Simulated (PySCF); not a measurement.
# C₅H₁₂Si: runs on many settings, part 2 of 2

PySCF 2.14.0. Atoms count from 0.

### 4 Indirect couplings: PBE0/6-31++G**

What the job is given:

```
{"job": {"kind": "j", "xc": "PBE0", "basis": "6-31++G**"}, "charge": 0, "multiplicity": 1}
C     -1.333895    -0.581783    -0.003794
C     -1.188952     0.903961     0.320199
C     -0.059461     1.568552    -0.465190
Si     1.591246     0.682786    -0.149597
C      1.130138    -1.158147    -0.243341
C     -0.171227    -1.428933     0.509635
H     -1.419982    -0.706655    -1.086341
H     -2.260361    -0.950072     0.445325
H     -2.134516     1.407814     0.096074
H     -1.005268     1.017545     1.391795
H     -0.002430     2.623266    -0.193329
H     -0.304245     1.535807    -1.528904
H      2.592313     1.039245    -1.161150
H      2.095376     1.013619     1.190823
H      1.921061    -1.788363     0.165128
H      1.002921    -1.459048    -1.285387
H     -0.435104    -2.486591     0.412389
H     -0.026372    -1.226686     1.574007
```

Level: PBE0/6-31++G** indirect spin-spin coupling, non-relativistic, gas phase.

What it wrote:

```text
coarse grid: 14496 points
cycle   1  E = -486.8945635648  dE =  4.527e-01  |g| = 4.505e-01  |ddm| = 4.020e+00
cycle   2  E = -486.8634689457  dE =  3.109e-02  |g| = 5.677e-01  |ddm| = 1.876e+00
cycle   3  E = -486.9512454216  dE = -8.778e-02  |g| = 3.876e-02  |ddm| = 1.239e+00
cycle   4  E = -486.9516210070  dE = -3.756e-04  |g| = 1.009e-02  |ddm| = 1.606e-01
cycle   5  E = -486.9516456701  dE = -2.466e-05  |g| = 2.872e-03  |ddm| = 3.412e-02
cycle   6  E = -486.9516478623  dE = -2.192e-06  |g| = 5.146e-04  |ddm| = 5.940e-03
final grid: 132432 points
cycle   7  E = -486.8925401345  dE = -3.441e-05  |g| = 8.688e-03  |ddm| = 1.099e-01
cycle   8  E = -486.8925273498  dE =  1.278e-05  |g| = 1.116e-02  |ddm| = 3.170e-02
cycle   9  E = -486.8925607128  dE = -3.336e-05  |g| = 5.220e-04  |ddm| = 2.148e-02
cycle  10  E = -486.8925607828  dE = -7.002e-08  |g| = 8.764e-05  |ddm| = 2.061e-03
cycle  11  E = -486.8925607846  dE = -1.834e-09  |g| = 3.739e-05  |ddm| = 3.271e-04
cycle  12  E = -486.8925607850  dE = -3.806e-10  |g| = 8.210e-06  |ddm| = 9.641e-05
converged SCF energy = -486.8925607850

Indirect spin-spin couplings (Hz)
  i      j    bonds     total        FC       PSO       DSO        SD
  0 C    1 C    1     48.019    48.046    -0.256     0.230         -
  0 C    2 C    2     -1.937    -1.846    -0.127     0.036         -
  0 C    3 Si   3     -3.420    -3.495     0.066    -0.007     0.016
  0 C    4 C    2     -1.938    -1.846    -0.127     0.036         -
  0 C    5 C    1     48.054    48.081    -0.257     0.230         -
  0 C    6 H    1    143.388   141.638     0.767     0.983         -
  0 C    7 H    1    143.670   141.929     0.833     0.909         -
  0 C    8 H    2     -3.546    -3.559     0.090    -0.077         -
  0 C    9 H    2     -3.580    -3.674     0.134    -0.040         -
  0 C   10 H    3      7.801     7.944     0.243    -0.386         -
  0 C   11 H    3      1.743     1.654     0.006     0.083         -
  0 C   13 H    4     -0.295    -0.187     0.075    -0.183         -
  0 C   14 H    3      7.797     7.940     0.243    -0.386         -
  0 C   15 H    3      1.744     1.655     0.006     0.083         -
  0 C   16 H    2     -3.540    -3.553     0.091    -0.077         -
  0 C   17 H    2     -3.564    -3.659     0.135    -0.041         -
  1 C    2 C    1     43.989    43.856    -0.097     0.230         -
  1 C    3 Si   2      2.417     2.242     0.110    -0.014     0.080
  1 C    4 C    3      1.175     1.193    -0.029     0.011         -
  1 C    5 C    2     -2.249    -2.120    -0.161     0.032         -
  1 C    6 H    2     -3.466    -3.564     0.140    -0.042         -
  1 C    7 H    2     -3.411    -3.434     0.100    -0.077         -
  1 C    8 H    1    146.149   144.463     0.785     0.901         -
  1 C    9 H    1    143.836   142.105     0.763     0.968         -
  1 C   10 H    2     -4.261    -4.391     0.202    -0.072         -
  1 C   11 H    2     -4.256    -4.394     0.176    -0.038         -
  1 C   12 H    3      3.500     3.766     0.113    -0.379         -
  1 C   13 H    3      0.181     0.219    -0.001    -0.037         -
  1 C   14 H    4     -0.559    -0.439     0.191    -0.310         -
  1 C   15 H    4     -0.154    -0.123     0.108    -0.138         -
  1 C   16 H    3      7.567     7.710     0.240    -0.383         -
  1 C   17 H    3      3.317     3.222    -0.047     0.142         -
  2 C    3 Si   1    -51.991   -51.783     1.240    -0.100    -1.348
  2 C    4 C    2      0.453     0.467    -0.028     0.013         -
  2 C    5 C    3      1.180     1.198    -0.029     0.011         -
  2 C    6 H    3      3.390     3.226     0.013     0.152         -
  2 C    7 H    3      8.158     8.281     0.260    -0.382         -
  2 C    8 H    2     -4.125    -4.219     0.189    -0.095         -
  2 C    9 H    2     -2.462    -2.612     0.191    -0.041         -
  2 C   10 H    1    138.169   136.030     1.242     0.898         -
  2 C   11 H    1    138.986   136.828     1.215     0.943         -
  2 C   12 H    2      2.860     3.079    -0.036    -0.183         -
  2 C   13 H    2      2.627     2.829    -0.042    -0.160         -
  2 C   14 H    3      3.569     3.778     0.169    -0.378         -
  2 C   15 H    3     -0.103    -0.109     0.024    -0.018         -
  2 C   16 H    4     -0.920    -0.815     0.220    -0.325         -
  2 C   17 H    4     -0.250    -0.244     0.068    -0.075         -
  3 Si   4 C    1    -52.057   -51.854     1.242    -0.100    -1.346
  3 Si   5 C    2      2.406     2.230     0.110    -0.014     0.080
  3 Si   6 H    4      0.315     0.230     0.002     0.040     0.043
  3 Si   7 H    4      0.776     0.649    -0.152     0.257     0.021
  3 Si   8 H    3    -10.573   -10.610    -0.206     0.279    -0.035
  3 Si   9 H    3     -1.865    -1.887     0.018    -0.039     0.043
  3 Si  10 H    2      6.676     6.590     0.198     0.093    -0.206
  3 Si  11 H    2      5.127     5.028     0.189     0.070    -0.160
  3 Si  12 H    1   -167.804  -167.948     0.788    -0.265    -0.380
  3 Si  13 H    1   -167.746  -167.907     0.806    -0.285    -0.361
  3 Si  14 H    2      6.670     6.586     0.197     0.094    -0.207
  3 Si  15 H    2      5.132     5.033     0.189     0.069    -0.160
  3 Si  16 H    3    -10.598   -10.636    -0.206     0.279    -0.035
  3 Si  17 H    3     -1.874    -1.896     0.018    -0.038     0.043
  4 C    5 C    1     43.990    43.857    -0.097     0.230         -
  4 C    6 H    3      3.391     3.227     0.013     0.151         -
  4 C    7 H    3      8.153     8.276     0.260    -0.382         -
  4 C    8 H    4     -0.920    -0.815     0.220    -0.325         -
  4 C    9 H    4     -0.251    -0.245     0.068    -0.074         -
  4 C   10 H    3      3.565     3.774     0.168    -0.378         -
  4 C   11 H    3     -0.104    -0.110     0.024    -0.018         -
  4 C   12 H    2      2.890     3.110    -0.036    -0.184         -
  4 C   13 H    2      2.664     2.867    -0.042    -0.161         -
  4 C   14 H    1    138.139   136.000     1.242     0.897         -
  4 C   15 H    1    138.947   136.789     1.215     0.943         -
  4 C   16 H    2     -4.125    -4.219     0.189    -0.095         -
  4 C   17 H    2     -2.465    -2.615     0.191    -0.041         -
  5 C    6 H    2     -3.460    -3.558     0.140    -0.043         -
  5 C    7 H    2     -3.422    -3.445     0.100    -0.077         -
  5 C    8 H    3      7.566     7.708     0.240    -0.383         -
  5 C    9 H    3      3.314     3.219    -0.047     0.142         -
  5 C   10 H    4     -0.557    -0.437     0.191    -0.310         -
  5 C   11 H    4     -0.154    -0.123     0.107    -0.138         -
  5 C   12 H    3      3.495     3.762     0.113    -0.379         -
  5 C   13 H    3      0.177     0.216    -0.001    -0.037         -
  5 C   14 H    2     -4.262    -4.392     0.201    -0.071         -
  5 C   15 H    2     -4.250    -4.388     0.177    -0.038         -
  5 C   16 H    1    146.120   144.434     0.785     0.901         -
  5 C   17 H    1    143.825   142.094     0.763     0.968         -
  6 H    7 H    2    -15.629   -15.335     1.668    -1.963         -
  6 H    8 H    3      1.742     1.813     0.343    -0.414         -
  6 H    9 H    3     10.355    11.178     1.808    -2.631         -
  6 H   10 H    4     -0.558    -0.154     1.009    -1.414         -
  6 H   11 H    4      0.325    -0.312    -1.060     1.698         -
  6 H   12 H    5     -0.457     0.012     0.207    -0.676         -
  6 H   13 H    5     -0.733     0.012     0.650    -1.394         -
  6 H   14 H    4     -0.561    -0.157     1.009    -1.414         -
  6 H   15 H    4      0.325    -0.311    -1.058     1.694         -
  6 H   16 H    3      1.742     1.815     0.345    -0.417         -
  6 H   17 H    3     10.377    11.199     1.809    -2.632         -
  7 H    8 H    3      4.600     4.516    -0.002     0.086         -
  7 H    9 H    3      1.819     1.869     0.351    -0.401         -
  7 H   10 H    4      0.944     1.386     1.182    -1.624         -
  7 H   11 H    4     -0.561    -0.209     0.923    -1.275         -
  7 H   12 H    5     -0.413     0.307     0.774    -1.494         -
  7 H   13 H    5     -0.437    -0.013     0.658    -1.082         -
  7 H   14 H    4      0.936     1.378     1.182    -1.623         -
  7 H   15 H    4     -0.561    -0.210     0.923    -1.274         -
  7 H   16 H    3      4.598     4.513    -0.003     0.088         -
  7 H   17 H    3      1.817     1.867     0.351    -0.401         -
  8 H    9 H    2    -15.593   -15.324     1.686    -1.955         -
  8 H   10 H    3      3.996     3.970     0.264    -0.238         -
  8 H   11 H    3      4.596     4.510     0.180    -0.094         -
  8 H   12 H    4      1.360     2.047     0.751    -1.439         -
  8 H   13 H    4     -1.032    -0.558     0.740    -1.213         -
  8 H   15 H    5     -0.204     0.141     0.775    -1.120         -
  8 H   16 H    4      0.886     1.321     1.155    -1.591         -
  8 H   17 H    4     -0.466    -0.097     0.916    -1.285         -
  9 H   10 H    3      2.780     2.667     0.212    -0.099         -
  9 H   11 H    3     11.768    12.558     1.815    -2.606         -
  9 H   12 H    4     -1.151    -0.101     0.551    -1.601         -
  9 H   13 H    4      0.235    -0.146    -0.549     0.930         -
  9 H   14 H    5     -0.251     0.078     0.586    -0.915         -
  9 H   15 H    5     -0.482    -0.028     0.885    -1.338         -
  9 H   16 H    4     -0.467    -0.098     0.916    -1.285         -
  9 H   17 H    4      0.297    -0.409    -1.269     1.975         -
 10 H   11 H    2    -17.196   -17.200     1.881    -1.877         -
 10 H   12 H    3     -0.618    -0.149     0.273    -0.742         -
 10 H   13 H    3      1.778     1.885     0.004    -0.111         -
 10 H   14 H    4      0.864     1.633     0.905    -1.674         -
 10 H   15 H    4     -0.964    -0.353     0.831    -1.441         -
 10 H   17 H    5     -0.252     0.078     0.586    -0.915         -
 11 H   12 H    3      1.470     1.544    -0.057    -0.018         -
 11 H   13 H    3      6.167     7.526     0.890    -2.248         -
 11 H   14 H    4     -0.961    -0.351     0.831    -1.441         -
 11 H   15 H    4      0.251     0.034    -0.371     0.589         -
 11 H   16 H    5     -0.204     0.141     0.775    -1.120         -
 11 H   17 H    5     -0.483    -0.029     0.885    -1.339         -
 12 H   13 H    2      4.285     5.837     0.411    -1.963         -
 12 H   14 H    3     -0.630    -0.157     0.275    -0.748         -
 12 H   15 H    3      1.457     1.533    -0.056    -0.020         -
 12 H   16 H    4      1.368     2.057     0.751    -1.440         -
 12 H   17 H    4     -1.146    -0.096     0.551    -1.601         -
 13 H   14 H    3      1.764     1.876     0.008    -0.119         -
 13 H   15 H    3      6.172     7.531     0.889    -2.249         -
 13 H   16 H    4     -1.028    -0.554     0.740    -1.214         -
 13 H   17 H    4      0.240    -0.139    -0.548     0.926         -
 14 H   15 H    2    -17.232   -17.238     1.878    -1.872         -
 14 H   16 H    3      3.999     3.971     0.262    -0.234         -
 14 H   17 H    3      2.783     2.669     0.212    -0.098         -
 15 H   16 H    3      4.598     4.512     0.181    -0.095         -
 15 H   17 H    3     11.777    12.567     1.816    -2.606         -
 16 H   17 H    2    -15.632   -15.364     1.685    -1.952         -
```

It took 34 s on 1 thread of Arm Neoverse V1, shared host; peak memory 0.89 GiB.

The basis is not made for couplings: without tight functions at the nuclei these values are rough.

Key values: J(Si3,H12) -167.8 Hz, J(C1,H8) 145.0 Hz, J(C0,H6) 143.5 Hz (means over like pairs).

### 5 Nuclear shieldings: B3LYP/pcSseg-1

The job, as its differences from that of step 4:

```diff
@@ -1,2 +1,2 @@
-{"job": {"kind": "j", "xc": "PBE0", "basis": "6-31++G**"}, "charge": 0, "multiplicity": 1}
+{"job": {"kind": "nmr", "xc": "B3LYP", "basis": "pcSseg-1", "pop": false, "scf": {"guess": "huckel", "conv": 1e-11}}, "charge": 0, "multiplicity": 1}
 C     -1.333895    -0.581783    -0.003794
```

Level: GIAO B3LYP/pcSseg-1 NMR shielding, non-relativistic, gas phase.

What it wrote:

```text
final grid: 132432 points
cycle   1  E = -484.9397034883  dE = -5.248e-01  |g| = 2.987e+00  |ddm| = 4.685e+00
cycle   2  E = -475.6751666194  dE =  9.265e+00  |g| = 5.619e+00  |ddm| = 3.707e+01
cycle   3  E = -487.1309346219  dE = -1.146e+01  |g| = 5.838e-01  |ddm| = 3.695e+01
cycle   4  E = -487.2115740728  dE = -8.064e-02  |g| = 3.910e-01  |ddm| = 1.560e+00
cycle   5  E = -487.2499437384  dE = -3.837e-02  |g| = 9.924e-02  |ddm| = 4.771e-01
cycle   6  E = -487.2523806911  dE = -2.437e-03  |g| = 2.074e-02  |ddm| = 1.003e-01
cycle   7  E = -487.2524843738  dE = -1.037e-04  |g| = 4.525e-03  |ddm| = 2.696e-02
cycle   8  E = -487.2524892768  dE = -4.903e-06  |g| = 7.123e-04  |ddm| = 6.023e-03
cycle   9  E = -487.2524893870  dE = -1.102e-07  |g| = 2.900e-04  |ddm| = 8.813e-04
cycle  10  E = -487.2524894047  dE = -1.770e-08  |g| = 8.044e-05  |ddm| = 2.506e-04
cycle  11  E = -487.2524894062  dE = -1.538e-09  |g| = 1.127e-05  |ddm| = 8.423e-05
cycle  12  E = -487.2524894063  dE = -3.308e-11  |g| = 2.347e-06  |ddm| = 1.609e-05
cycle  13  E = -487.2524894063  dE =  3.979e-12  |g| = 6.542e-07  |ddm| = 3.825e-06
converged SCF energy = -487.2524894063

GIAO shielding tensors (ppm)
atom      isotropic    diamagn.    paramagn.     s11        s22        s33       span
  0 C      146.425     247.196    -100.771    139.863    148.625    150.789     10.926
  1 C      150.476     246.658     -96.183    141.339    150.343    159.745     18.406
  2 C      169.072     250.182     -81.110    152.487    173.941    180.788     28.302
  3 Si     384.498     879.651    -495.153    363.236    377.514    412.745     49.509
  4 C      169.076     250.169     -81.093    152.535    173.917    180.777     28.241
  5 C      150.504     246.654     -96.149    141.337    150.373    159.802     18.465
  6 H       30.756      32.046      -1.291     27.772     29.208     35.287      7.516
  7 H       29.970      30.246      -0.276     24.983     28.515     36.412     11.430
  8 H       29.618      29.900      -0.281     24.218     28.281     36.356     12.138
  9 H       30.463      31.548      -1.085     27.347     28.730     35.312      7.965
 10 H       30.861      29.649       1.213     26.322     28.222     38.040     11.718
 11 H       31.115      31.231      -0.116     27.604     28.937     36.804      9.199
 12 H       27.782      28.973      -1.191     24.802     25.070     33.473      8.670
 13 H       27.829      29.517      -1.688     24.820     25.679     32.988      8.168
 14 H       30.861      29.644       1.216     26.317     28.223     38.042     11.725
 15 H       31.114      31.226      -0.113     27.604     28.932     36.805      9.202
 16 H       29.624      29.908      -0.284     24.223     28.288     36.361     12.138
 17 H       30.465      31.551      -1.085     27.348     28.732     35.317      7.969
```

It took 22 s on 1 thread of Arm Neoverse V1, shared host; peak memory 0.78 GiB.

This run: δ C0 35.5, C1 31.4, C2 12.8, Si3 -50.0, H12 4.02, H8 1.79 ppm (means over like atoms).

### 6 NMR shieldings: LC-wPBE/def2-SVPD

The job, as its differences from that of step 5:

```diff
@@ -1,2 +1,2 @@
-{"job": {"kind": "nmr", "xc": "B3LYP", "basis": "pcSseg-1", "pop": false, "scf": {"guess": "huckel", "conv": 1e-11}}, "charge": 0, "multiplicity": 1}
+{"job": {"kind": "nmr", "xc": "LC-wPBE", "basis": "def2-SVPD", "pop": true, "scf": {"conv": 0.01, "max_cycle": 90}}, "charge": 0, "multiplicity": 1}
 C     -1.333895    -0.581783    -0.003794
```

With the program's defaults for keys left out, this is: GIAO LC-wPBE/def2-SVPD NMR shielding, non-relativistic, gas phase.

What it wrote:

```text
final grid: 132432 points
cycle   1  E = -486.8106042974  dE =  8.090e-01  |g| = 2.550e-01  |ddm| = 5.318e+00
cycle   2  E = -486.8310640940  dE = -2.046e-02  |g| = 1.150e-01  |ddm| = 6.777e-01
cycle   3  E = -486.8343896311  dE = -3.326e-03  |g| = 4.660e-02  |ddm| = 2.573e-01
converged SCF energy = -486.8343896311

GIAO shielding tensors (ppm)
atom      isotropic    diamagn.    paramagn.     s11        s22        s33       span
  0 C      185.589     248.404     -62.814    180.281    184.355    192.133     11.851
  1 C      194.701     245.575     -50.873    185.409    191.979    206.715     21.307
  2 C      221.105     244.816     -23.711    203.365    228.215    231.734     28.368
  3 Si     466.686     877.293    -410.607    451.477    469.869    478.712     27.235
  4 C      220.997     244.844     -23.847    203.316    228.029    231.646     28.329
  5 C      194.731     245.613     -50.882    185.443    192.059    206.692     21.249
  6 H       30.320      31.966      -1.646     26.709     29.294     34.956      8.247
  7 H       30.147      31.335      -1.188     24.529     31.575     34.336      9.807
  8 H       30.130      31.118      -0.987     23.806     32.158     34.428     10.622
  9 H       29.552      31.821      -2.269     26.244     28.049     34.363      8.119
 10 H       31.601      29.863       1.738     26.942     31.571     36.290      9.348
 11 H       31.025      28.370       2.654     27.610     29.518     35.946      8.337
 12 H       26.752      28.974      -2.222     21.978     25.637     32.639     10.661
 13 H       27.508      30.525      -3.016     23.772     26.091     32.662      8.890
 14 H       31.594      29.865       1.729     26.926     31.562     36.294      9.368
 15 H       31.023      28.374       2.649     27.609     29.510     35.950      8.341
 16 H       30.137      31.133      -0.997     23.817     32.158     34.435     10.617
 17 H       29.556      31.834      -2.278     26.250     28.051     34.366      8.116
```

Wall time 31 s (1 thread of Arm Neoverse V1, shared host); peak memory 0.93 GiB.

A normal end doesn't make this result sound: the SCF threshold of 0.01 Eh is far too loose. Its shieldings differ from those of step 3 (BP86/pcSseg-1) by up to 84 ppm (Si3).

### 7 Side by side: spin-spin couplings

Couplings (Hz), each a mean over the pairs like the one named, with basis size and wall time:

| run | Si3–H12 | C1–H8 | C0–H6 | C2–H10 | C2–Si3 | C0–C1 | C1–C2 | functions | time |
| --- | --- | --- | --- | --- | --- | --- | --- | --- | --- |
| wB97X-D/6-31G | -166.2 | 139.0 | 137.1 | 131.6 | -48.5 | 43.2 | 38.4 | 82 | 15 s |
| PBE0/6-31++G** | -167.8 | 145.0 | 143.5 | 138.6 | -52.0 | 48.0 | 44.0 | 184 | 34 s |

### 8 Run by run: NMR shifts

Shifts (ppm) of some atoms, chosen among heavy atoms and hydrogens apart, means over like atoms, with basis size and wall time:

```csv
run,C0,C1,C2,H12,H8,H10,Si3,functions,time
BP86/pcSseg-1,35.5,31.8,12.9,4.20,1.86,0.94,-52.8,169,39 s
B3LYP/pcSseg-1,35.5,31.4,12.8,4.02,1.79,0.84,-50.0,169,22 s
```

### 9 What came out

What follows sums up all 2 parts.

| quantity | value |
| --- | --- |
| largest coupling of the table (wB97X-D/6-31G) | 1J(Si,H) Si3–H12, -166.2 Hz |
| 13C shifts against TMS (BP86/pcSseg-1, means over atoms taken as alike) | 35.5, 31.8, 12.9 ppm |
| 1H shifts against TMS (BP86/pcSseg-1, means over atoms taken as alike) | 4.20, 1.86, 1.52, 0.94 ppm |
| 29Si shifts against TMS (BP86/pcSseg-1) | -52.8 ppm |
| surface potential, 1st and 99th percentile | -0.18 V and 0.60 V |
| range of J(Si3,H12), mean over like pairs | -167.8 to -166.2 Hz |
| range of the shift of Si3 | -52.8 to -50.0 ppm |
| property runs in this session | 5, of which 0 failed and 1 gave unsound results |

Single values in the summary come from the first run of each kind that ended normally (wB97X-D/6-31G; BP86/pcSseg-1), which need not be the best level. Of the pairs tabulated at wB97X-D/6-31G, Si3–H12 (mean over like pairs) couples most strongly (-166.2 Hz; Fermi contact -166.8 Hz). Couplings across rotatable bonds belong to this one conformer; where others are populated, the observed values are averages. At BP86/pcSseg-1: Shielding is most anisotropic at Si3 (span 52 ppm, paramagnetic term -498 ppm). The coupling Si3–H12, as a mean over pairs of its kind, runs from -167.8 Hz (PBE0/6-31++G**) to -166.2 Hz (wB97X-D/6-31G). Across the 2 runs the shift of Si3 moves most, between -52.8 (BP86/pcSseg-1) and -50.0 ppm (B3LYP/pcSseg-1). Couplings from bases without tight functions are rough.
